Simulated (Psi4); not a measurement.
# AlH3Se (SMILES [AlH2][SeH]) at 3 levels

Wanted: a comparison of 3 runs (HF/pcseg-2, HSE03/def2-SVPD, B2PLYP/aug-cc-pVDZ) of AlH3Se. 

Program for the calculation: Psi4 1.11.

### Step 1. The structure to begin with

AlH3Se has 5 atoms, charge 0, and is taken as a singlet. SMILES: `[AlH2][SeH]`. Geometry: relaxed at PBE0-D4/def2-TZVP.

Bond lengths: Al1–Se2 2.314 Å, Al1–H3 1.579 Å, Al1–H4 1.580 Å, Se2–H5 1.469 Å. Angles: Al1–Se2–H5 92.2°, Se2–Al1–H3 116.3°, Se2–Al1–H4 119.2°, H3–Al1–H4 124.5°.

### Step 2. Energy and forces at HF/pcseg-2 (run 1)

Contents of input.dat:

```
memory 1.6 GB

molecule m {
  0 1
  Al    -0.435200    -0.530700     0.166800
  Se     0.870300     1.346600     0.522900
  H     -1.236800    -1.072700     1.415100
  H     -0.474100    -1.181000    -1.272800
  H      1.325600     1.364100    -0.873500
  units angstrom
  symmetry c1
}

set globals {
  basis         pcseg-2
  puream        true
  e_convergence 1e-09
  d_convergence 1e-08
  scf_type      pk
}

E, wfn = gradient('hf', return_wfn=True)
oeprop(wfn, 'QUADRUPOLE', 'MULLIKEN_CHARGES', 'DIPOLE', title='HF')
print_variables()
```

Command:

```
$ psi4 -i input.dat -o output.dat -n 1
```

output.dat:

```text
[...]
  Running in c1 symmetry.
[...]
  Nuclear repulsion =  135.707160294812837
[...]
  Multiplicity = 1
[...]
  Nalpha       = 25
  Nbeta        = 25
[...]
    Number of basis functions: 119
[...]
   @RHF iter   1: -2643.06657851392765   -2.87300e+00   1.22450e-02 ADIIS/DIIS
[...]
   @RHF iter  11: -2643.56190508982354   -2.54659e-11   4.35660e-09 DIIS
[...]
  @RHF Final Energy: -2643.56190508982354
   => Energetics <=
    Nuclear Repulsion Energy =            135.7071602948128373
    One-Electron Energy =               -3955.4763974566958495
    Two-Electron Energy =                1176.2073320720596712
    Total Energy =                      -2643.5619050898235400
[...]
  -Total Gradient:
     Atom            X                  Y                   Z
    ------   -----------------  -----------------  -----------------
       1        0.003339999864     0.003942750879    -0.001110728035
       2       -0.002742031113    -0.000841586224     0.006590262538
       3       -0.001189164313    -0.000309073872     0.003059418889
       4        0.000128907005    -0.001142566309    -0.003198789981
       5        0.000462288534    -0.001649524554    -0.005340163418
[...]
  Mulliken Charges: (a.u.)
   Center  Symbol    Alpha    Beta     Spin     Total
       1    AL     5.99228  5.99228  0.00000  1.01544
       2    SE    17.22911 17.22911  0.00000 -0.45821
       3     H     0.65709  0.65709  0.00000 -0.31418
       4     H     0.65441  0.65441  0.00000 -0.30882
       5     H     0.46711  0.46711  0.00000  0.06577
   Total alpha = 25.00000, Total beta = 25.00000, Total charge = -0.00000
  Variable Map:
  ----------------------------------------------------------------------------
  "CURRENT ENERGY"           =>   -2643.561905089824
[...]
```

Run time: 16 s. Hardware: 1 thread of Intel Xeon 6975P-C (Granite Rapids), shared host; peak memory 0.63 GiB.

### Step 3. The polarisability at HSE03/def2-SVPD (run 2)

Contents of input.dat:

```
memory 1600 mb

molecule {
  Al    -0.435200    -0.530700     0.166800
  Se     0.870300     1.346600     0.522900
  H     -1.236800    -1.072700     1.415100
  H     -0.474100    -1.181000    -1.272800
  H      1.325600     1.364100    -0.873500
  symmetry c1
}

set {
  basis                   def2-SVPD
  scf_type                pk
  e_convergence           1e-07
  scf_initial_accelerator ediis
}

e_tot, wfn = properties('hse03', properties=['dipole_polarizabilities'], return_wfn=True)
```

Command:

```
$ psi4 -i input.dat -o output.dat -n 1
```

output.dat:

```text
[...]
  Running in c1 symmetry.
[...]
  Nuclear repulsion =  135.707160294812837
[...]
  Multiplicity = 1
[...]
  Nalpha       = 25
  Nbeta        = 25
[...]
    Number of basis functions: 89
[...]
   @RKS iter   1: -2644.84948863372711   -1.99337e+00   2.18731e-02 EDIIS/DIIS
[...]
   @RKS iter   9: -2645.59734651785084   -3.65003e-08   3.00399e-07 DIIS
[...]
  @RKS Final Energy: -2645.59734651785084
   => Energetics <=
    Nuclear Repulsion Energy =            135.7071602948128373
    One-Electron Energy =               -3952.7885377150214481
    Two-Electron Energy =                1253.1398163515950728
    DFT Exchange-Correlation Energy =     -81.6557854492370438
    Empirical Dispersion Energy =           0.0000000000000000
    VV10 Nonlocal Energy =                  0.0000000000000000
    Total Energy =                      -2645.5973465178508377
[...]
 Multipole Moments:
 ------------------------------------------------------------------------------------
     Multipole            Electronic (a.u.)      Nuclear  (a.u.)        Total (a.u.)
 ------------------------------------------------------------------------------------
 L = 1.  Multiply by 2.5417464519 to convert [e a0] to [Debye]
 Dipole X            :          4.8000052           -4.8596855           -0.0596803
 Dipole Y            :          7.4454975           -7.6236206           -0.1781231
 Dipole Z            :          2.6066872           -2.8429248           -0.2362376
 Magnitude           :                                                    0.3018241
[...]
```

Wall time 23 s (1 thread of Intel Xeon 6975P-C (Granite Rapids), shared host); peak memory 0.63 GiB.

### Step 4. The energy at B2PLYP/aug-cc-pVDZ (density fitting for correlation) (run 3)

Contents of alh3se_ase.py:

```python
import numpy as np
from ase.calculators.psi4 import Psi4
from ase import Atoms

a = Atoms(['Al', 'Se', 'H', 'H', 'H'], positions=[
    [-0.435200, -0.530700, 0.166800],
    [0.870300, 1.346600, 0.522900],
    [-1.236800, -1.072700, 1.415100],
    [-0.474100, -1.181000, -1.272800],
    [1.325600, 1.364100, -0.873500],
])
calc = Psi4(atoms=a, method='b2plyp', basis='aug-cc-pVDZ', memory='1600MB', num_threads=1, charge=0, multiplicity=1, label='calc')
calc.psi4.set_options({'puream': True, 'e_convergence': 1e-09, 'd_convergence': 1e-08, 'scf_type': 'pk', 'dft_radial_points': 99, 'dft_spherical_points': 590, 'num_frozen_docc': 14})
a.calc = calc

print(f'energy: {a.get_potential_energy():.6f} eV')
```

Command:

```
$ python alh3se_ase.py
```

calc.dat:

```text
[...]
  Running in c1 symmetry.
[...]
  Nuclear repulsion =  135.707160294812837
[...]
  Multiplicity = 1
[...]
  Nalpha       = 25
  Nbeta        = 25
[...]
    Number of basis functions: 90
[...]
   @RKS iter   1: -2644.79209634347762   -2.62651e+00   1.06506e-02 ADIIS/DIIS
[...]
   @RKS iter  10: -2645.16462539187341   -6.63931e-11   7.87139e-09 DIIS
[...]
  @RKS Final Energy: -2645.16462539187341
   => Energetics <=
    Nuclear Repulsion Energy =            135.7071602948128373
    One-Electron Energy =               -3952.7379928921409373
    Two-Electron Energy =                1222.7105155016156459
    DFT Exchange-Correlation Energy =     -50.8443082961608752
    Empirical Dispersion Energy =           0.0000000000000000
    VV10 Nonlocal Energy =                  0.0000000000000000
    Total Energy =                      -2645.1646253918734146
[...]
 Multipole Moments:
 ------------------------------------------------------------------------------------
     Multipole            Electronic (a.u.)      Nuclear  (a.u.)        Total (a.u.)
 ------------------------------------------------------------------------------------
 L = 1.  Multiply by 2.5417464519 to convert [e a0] to [Debye]
 Dipole X            :          4.7713996           -4.8596855           -0.0882859
 Dipole Y            :          7.4011547           -7.6236206           -0.2224659
 Dipole Z            :          2.5912535           -2.8429248           -0.2516713
 Magnitude           :                                                    0.3473096
[...]
```

The script printed:

```text
energy: -71980.578749 eV
```

It took 17 s on 1 thread of Intel Xeon 6975P-C (Granite Rapids), shared host; peak memory 0.96 GiB.

### Step 5. Overview of the runs

```
run                                                 level            task  SCF convergence threshold   energy (Eh)  dipole moment (D)  HOMO energy (eV)  LUMO energy (eV)  wall time
  1                                            HF/pcseg-2        gradient                      1e-09  -2643.561905               1.14             -9.85              0.97       16 s
  2                                       HSE03/def2-SVPD  polarizability                      1e-07  -2645.597347               0.77             -7.28             -2.08       23 s
  3  B2PLYP/aug-cc-pVDZ (density fitting for correlation)          energy                      1e-09  -2645.237500                  –             -8.28             -0.59       17 s
```

### Step 6. Outcome

| quantity | value |
| --- | --- |
| run 3: total energy | -2645.23750 Eh |
| run 3: HOMO energy (SCF part's orbitals) | -8.28 eV |
| run 3: LUMO energy (SCF part's orbitals) | -0.59 eV |
| run 3: HOMO–LUMO gap (SCF part's orbitals) | 7.68 eV |

**Reading.** The HOMO–LUMO gap runs from 5.21 eV (HSE03/def2-SVPD) to 10.82 eV (HF/pcseg-2). The two ends differ in method and basis. Totals of different functionals can't be ranked against each other. All runs together took 56 s, the longest 23 s.
